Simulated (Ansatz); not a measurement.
Write a Python script for Ansatz 0.2.0, Python API that makes a polarisability from point charges of AlH₅O₂Si, SMILES O[SiH](O)[AlH2]. Settings (for the species named): PBE0, def2-SVP basis, multiplicity 1.

```xyz
9

O    -0.3753    1.5294   -1.0805
Si    0.5609    0.5998   -0.0798
O     1.5920   -0.3429   -1.0554
Al   -0.7172   -0.7991    1.2402
H    -0.9271    0.9209   -1.6645
H     1.3561    1.4870    0.8034
H     1.0542   -0.9026   -1.5945
H    -1.7241   -1.8482    0.5354
H    -0.7311   -0.6907    2.8786
```

Script `field_alh5o2si.py`:
```python
# -*- coding: utf-8 -*-
"""Dipole of AlH5O2Si in the field of point charges."""

import logging
import sys

import ansatz as az
import numpy as np

logging.basicConfig(stream=sys.stdout, format="%(levelname)s:%(name)s:%(message)s")
logger = logging.getLogger("calc")
logger.setLevel(logging.INFO)

GEOMETRY = """
O    -0.37530    1.52940   -1.08050
Si    0.56090    0.59980   -0.07980
O     1.59200   -0.34290   -1.05540
Al   -0.71720   -0.79910    1.24020
H    -0.92710    0.92090   -1.66450
H     1.35610    1.48700    0.80340
H     1.05420   -0.90260   -1.59450
H    -1.72410   -1.84820    0.53540
H    -0.73110   -0.69070    2.87860
"""


def main():
    mol = az.Crystal.molecule()
    for line in GEOMETRY.strip().splitlines():
        symbol, *xyz = line.split()
        mol = mol.atom(symbol, [float(v) for v in xyz])

    setup = mol.calculation()
    setup = setup.basis(gaussian="def2-SVP")
    setup = setup.functional("PBE0")
    setup = setup.scf(lower_state_search="off").forces()
    # charges +q and -q at -R and +R make a nearly even field 2 k q / R^2 at the centre
    centre = np.mean([site.position_ang for site in mol.cartesian_sites], axis=0)
    field = 2 * 14.399645 * 4.0 / 40.0 ** 2


    def dipole(axis, sign):
        arm = 40.0 * np.eye(3)[axis]
        pair = [{"charge": sign * 4.0, "position_ang": (centre - arm).tolist()}, {"charge": -sign * 4.0, "position_ang": (centre + arm).tolist()}]
        deck = setup.input().set(az.key.basis.gaussian.point_charges, pair)
        return np.array(az.Session.from_dict(deck).plan().execute().report["charge_distribution"]["dipole_moment_e_ang"])


    logger.info(f"field {field:.4f} V/A")
    alpha = np.array([(dipole(axis, 1) - dipole(axis, -1)) / (2 * field) * 14.399645 for axis in range(3)])
    logger.info("polarisability tensor (A^3)")
    print(np.array2string(alpha, precision=3, suppress_small=True))
    logger.info(f"mean {np.trace(alpha) / 3:.3f} A^3 = {np.trace(alpha) / 3 / 0.14818471:.2f} bohr^3")


if __name__ == "__main__":
    main()
```

```console
$ python field_alh5o2si.py
INFO:calc:field 0.0720 V/A
INFO:calc:polarisability tensor (A^3)
[[ 7.628  1.466 -0.299]
 [ 1.468  7.831 -0.211]
 [-0.302 -0.214  9.282]]
INFO:calc:mean 8.247 A^3 = 55.65 bohr^3
```

What to keep in mind:
- The settings weren't tested for convergence.
- The geometry is a force-field or estimated start, not a minimum of this method, and the basis set is short of its limit. The field of two point charges is only nearly even.
- Without diffuse functions polarisabilities are unreliable, as a rule too low, and they change with the bond lengths of this unrelaxed start.
- Hardware and time: 14 s on 1 thread of Arm Neoverse V1 (shared host), peak memory 0.21 GiB.
